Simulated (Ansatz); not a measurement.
# Ta3AsAu2O13 (P1) in Ansatz: single point with PBE

Aim: the single point of Ta3AsAu2O13 with PBE.

Everything below comes from runs of Ansatz 0.2.0. Logs are shortened: lines on timing, memory, paths and dates and some standing lists are left out, and cuts for length are marked.

### 1 The crystal as given

The typed cell holds 19 atoms: a = 5.724 Å, b = 6.389 Å, c = 8.473 Å, α = 80.92°, β = 88.19°, γ = 78.31°.

The cell was built by a generator and needn't be a form met in nature.

### 2 Single point, PBE

Input file input.yaml:

```yaml
crystal:
  lattice:
    - [5.72385, -0.00745, -0.00403]
    - [1.30279, 6.25499, 0.00561]
    - [0.27574, 1.30074, 8.36754]
  atoms:
    - { symbol: Ta, position: [0.21713, 0.30521, 0.58431] }
    - { symbol: Ta, position: [0.03325, 0.11123, 0.99855] }
    - { symbol: Ta, position: [0.58248, 0.62145, 0.50482] }
    - { symbol: As, position: [0.58707, 0.89691, 0.83049] }
    - { symbol: Au, position: [0.58004, 0.09228, 0.18613] }
    - { symbol: Au, position: [0.04485, 0.82077, 0.44682] }
    - { symbol: O, position: [0.66201, 0.69726, 0.71088] }
    - { symbol: O, position: [0.51632, 0.13418, 0.69625] }
    - { symbol: O, position: [0.85098, 0.88773, 0.91932] }
    - { symbol: O, position: [0.34466, 0.87003, 0.94651] }
    - { symbol: O, position: [0.73015, 0.2924, 0.03095] }
    - { symbol: O, position: [0.24622, 0.21809, 0.11075] }
    - { symbol: O, position: [0.129, 0.09398, 0.49104] }
    - { symbol: O, position: [0.48032, 0.38887, 0.43499] }
    - { symbol: O, position: [0.05966, 0.26685, 0.78594] }
    - { symbol: O, position: [0.9333, 0.5324, 0.45645] }
    - { symbol: O, position: [0.49975, 0.85161, 0.34971] }
    - { symbol: O, position: [0.25256, 0.62988, 0.62473] }
    - { symbol: O, position: [0.91878, 0.95175, 0.22636] }
hamiltonian:
  xc: pbe
  pseudopotentials: { kind: paw, source: jth }
kpoints:
  mp_grid: { grid: [5, 5, 4] }
scf:
  occupations: { method: fermi_dirac, width: 0.05 }
output:
  forces: true
  stress: true
  eigenvalues: true
  write_density: true
  write_potential: true
  elf: true
  volumetric_format: npy
```

Potentials or basis: JTH PAW.

The run is started by

```
$ ansatz run input.yaml --threads 8 --pin off --max-ram 20480MiB --backend cpu --events-out ev --progress --plain --runs-dir out
```

Standard output:

```text
Warning: the checks of this Ta dataset prove no rule for summing its radial tables, as where they were carried onto another mesh than they were made on, and Gregory's rule is taken, under which a leading mesh point left out moves its sums only by what lay on the interval it spanned. That does not make them correct, and they differ from Quantum ESPRESSO's on this file; a re-export a fraction of a mesh step off can move them. hamiltonian.pseudopotentials.radial_quadrature: simpson_from_first_knot sums it by `pw.x`'s rule; on a PAW file no value gives `pw.x`'s numbers. What more to know: hamiltonian.pseudopotentials.radial_quadrature, in the input reference
Warning: the checks of this As dataset prove no rule for summing its radial tables, as where they were carried onto another mesh than they were made on, and Gregory's rule is taken, under which a leading mesh point left out moves its sums only by what lay on the interval it spanned. That does not make them correct, and they differ from Quantum ESPRESSO's on this file; a re-export a fraction of a mesh step off can move them. hamiltonian.pseudopotentials.radial_quadrature: simpson_from_first_knot sums it by `pw.x`'s rule; on a PAW file no value gives `pw.x`'s numbers. What more to know: hamiltonian.pseudopotentials.radial_quadrature, in the input reference
Warning: the checks of this Au dataset prove no rule for summing its radial tables, as where they were carried onto another mesh than they were made on, and Gregory's rule is taken, under which a leading mesh point left out moves its sums only by what lay on the interval it spanned. That does not make them correct, and they differ from Quantum ESPRESSO's on this file; a re-export a fraction of a mesh step off can move them. hamiltonian.pseudopotentials.radial_quadrature: simpson_from_first_knot sums it by `pw.x`'s rule; on a PAW file no value gives `pw.x`'s numbers. What more to know: hamiltonian.pseudopotentials.radial_quadrature, in the input reference
[... 101 lines left out ...]
  k-point 1: bands = ["-63.0592", "-63.0279", "-62.7213", "-31.2004", "-31.1714", "-31.1350", "-31.0911", "-31.0679", "-29.8411", "-29.7233", "-29.6054", "-29.5442", "-29.5311", "-29.4795", "-29.3090", "-29.2166", "-29.1735", "-14.6216", "-13.3654", "-12.8928", "-12.7127", "-12.5076", "-12.4308", "-12.3160", "-12.2588", "-12.0181", "-11.9080", "-11.6008", "-11.5515", "-11.3932", "-4.0182", "-1.7583", "-1.5345", "-1.2724", "-1.0972", "-0.9306", "-0.7745", "-0.5154", "-0.3117", "-0.1949", "0.0995", "0.2495", "0.4513", "0.6787", "0.7760", "0.9655", "1.0316", "1.2310", "1.3421", "1.4582", "1.5225", "1.7161", "1.8364", "1.9848", "2.1714", "2.3241", "2.4667", "2.6083", "2.8021", "2.8908", "3.0168", "3.1084", "3.1826", "3.3351", "3.4355", "3.5643", "3.6715", "3.7927", "3.8659", "3.9554", "4.0199", "4.2136", "4.2712", "4.3141", "4.5260", "4.8025", "5.0016", "6.4815", "7.3894", "8.0980", "8.5210", "8.7455", "9.1768", "9.2712", "9.2998", "9.6840", "9.8805", "10.1946", "10.4636", "10.8931", "11.0582", "11.6151", "11.8936", "12.3305", "12.7480", "12.8391"]
  k-point 2: bands = ["-63.0592", "-63.0279", "-62.7213", "-31.2004", "-31.1714", "-31.1350", "-31.0911", "-31.0679", "-29.8411", "-29.7233", "-29.6054", "-29.5442", "-29.5311", "-29.4795", "-29.3090", "-29.2166", "-29.1735", "-14.6192", "-13.3765", "-12.8946", "-12.6874", "-12.5058", "-12.4452", "-12.3280", "-12.2643", "-12.0011", "-11.9014", "-11.6043", "-11.5558", "-11.3935", "-4.0152", "-1.7592", "-1.5314", "-1.2774", "-1.1240", "-0.9435", "-0.7683", "-0.5128", "-0.3215", "-0.1534", "0.0877", "0.2558", "0.4803", "0.6444", "0.8606", "0.9636", "1.0337", "1.2095", "1.3254", "1.3764", "1.4893", "1.7731", "1.8467", "1.9691", "2.2393", "2.3154", "2.4602", "2.5717", "2.7760", "2.9093", "3.0624", "3.1405", "3.2323", "3.3039", "3.4562", "3.5474", "3.6951", "3.7245", "3.7549", "3.9906", "4.0127", "4.2290", "4.2799", "4.3494", "4.5220", "4.7686", "5.0083", "6.4738", "7.4107", "8.1392", "8.4955", "8.6861", "9.1571", "9.2697", "9.3690", "9.6479", "10.0291", "10.2291", "10.4018", "10.8590", "11.0051", "11.6475", "11.9092", "12.2649", "12.6270", "12.8570"]
  k-point 50: bands = ["-63.0591", "-63.0280", "-62.7213", "-31.2004", "-31.1714", "-31.1350", "-31.0911", "-31.0679", "-29.8439", "-29.7177", "-29.6046", "-29.5671", "-29.5112", "-29.4808", "-29.3090", "-29.2165", "-29.1740", "-14.5716", "-13.1717", "-12.8506", "-12.7566", "-12.6124", "-12.4775", "-12.3761", "-12.3063", "-12.0374", "-11.9385", "-11.5736", "-11.5502", "-11.4279", "-3.8909", "-1.8330", "-1.5377", "-1.2656", "-1.0254", "-0.8713", "-0.6843", "-0.3652", "-0.3161", "-0.1324", "0.0435", "0.2531", "0.4069", "0.5799", "0.7765", "0.9106", "1.1129", "1.2661", "1.3608", "1.4855", "1.6212", "1.6801", "1.8148", "1.9044", "2.1346", "2.2661", "2.4346", "2.5540", "2.6622", "2.7433", "2.9672", "3.0003", "3.2266", "3.3741", "3.4768", "3.5201", "3.7154", "3.7623", "3.8183", "3.9043", "3.9948", "4.1116", "4.2913", "4.4657", "4.5131", "4.7804", "5.0360", "6.4710", "7.1818", "8.3527", "8.7309", "8.9260", "9.1122", "9.3054", "9.3869", "9.7201", "10.1110", "10.2310", "10.6535", "10.7157", "11.1187", "11.6404", "11.9561", "12.2219", "12.5977", "12.7884"]
```

v_z.tsv:

```text
# z_ang	v_es[eV]	v_tot[eV]
# format = ansatz-planar-average/11
# xc	pbe
# density_cutoff_ev	5520
# datasets	Ta=:gregory:soft	As=:gregory:soft	Au=:gregory:soft	O=:gregory:soft
# lattice	5.723850000	-0.007450000	-0.004030000
# lattice	1.302790000	6.254990000	0.005610000
# lattice	0.275740000	1.300740000	8.367540000
# sites	19
# site	73	1.801561726	2.667503269	4.890074492
# site	73	0.610567521	1.994348752	8.355897070
# site	73	4.282846060	4.539463626	4.225240483
# site	33	4.757785311	6.686040972	6.951824068
# site	79	3.491606901	0.814995915	1.555630350
# site	79	1.449211768	5.714770657	3.743207997
[... 11 lines left out ...]
# site	8	2.438479971	4.750622829	5.229969074
# site	8	6.561305792	6.240777328	1.895712989
0.000000	8.688394e0	-8.844446e-1
0.078449	8.653350e0	-8.161435e-1
0.156899	8.448344e0	-8.885095e-1
0.235348	8.122658e0	-1.062980e0
0.313797	7.720358e0	-1.308472e0
0.392247	7.288070e0	-1.585828e0
[... 100 lines left out ...]
8.315627	8.087299e0	-1.564530e0
8.394076	8.505055e0	-1.131092e0
```

Run time: 3.8 min. Hardware: 8 threads of Arm Neoverse V2, shared host; peak memory 10 GiB.

Results:

| Quantity | Value |
| --- | --- |
| Free energy | -63001.3985 eV |
| Pressure | 0.9 GPa |
| Largest force | 0.256 eV/Å |
| Band gap on the k mesh | 1.25 eV, indirect (least direct gap 1.31 eV) |

Forces in eV/Å, atoms in the order of the input:
```
Ta   0.081  0.135 -0.021
Ta  -0.015 -0.190 -0.040
Ta   0.077 -0.054  0.145
As   0.015 -0.028  0.014
Au  -0.153  0.044  0.081
Au  -0.053  0.021 -0.030
O    0.001  0.024  0.018
O   -0.008  0.006 -0.005
O    0.028  0.023  0.011
O   -0.033  0.024  0.013
O    0.066  0.199 -0.147
O   -0.094  0.128 -0.013
O    0.019  0.057 -0.009
O   -0.054 -0.098 -0.054
O   -0.031  0.013  0.034
O   -0.055 -0.146  0.021
O   -0.072  0.010 -0.012
O    0.092 -0.098  0.136
O    0.188 -0.071 -0.143
```

Stress tensor (GPa, compression positive):
```
 0.98  0.13  0.14
 0.13  0.97 -0.28
 0.14 -0.28  0.88
```

Levels at points of the mesh, in eV from the valence-band top:
| k point | band 75 | band 76 | band 77 | band 78 | band 79 | band 80 |
| --- | --- | --- | --- | --- | --- | --- |
| (0.00, 0.00, 0.00) | -0.54 | -0.24 | -0.07 | 1.42 | 2.30 | 2.99 |
| (0.00, 0.00, -0.50) | -0.55 | -0.30 | -0.06 | 1.41 | 2.34 | 3.07 |

Caveat: odd divisions of the mesh miss points on the zone boundary, where band edges often lie, so the gap on the mesh can be too wide; spin-orbit coupling is left out, which moves the levels of the heavy elements. A k mesh can miss the band edges.
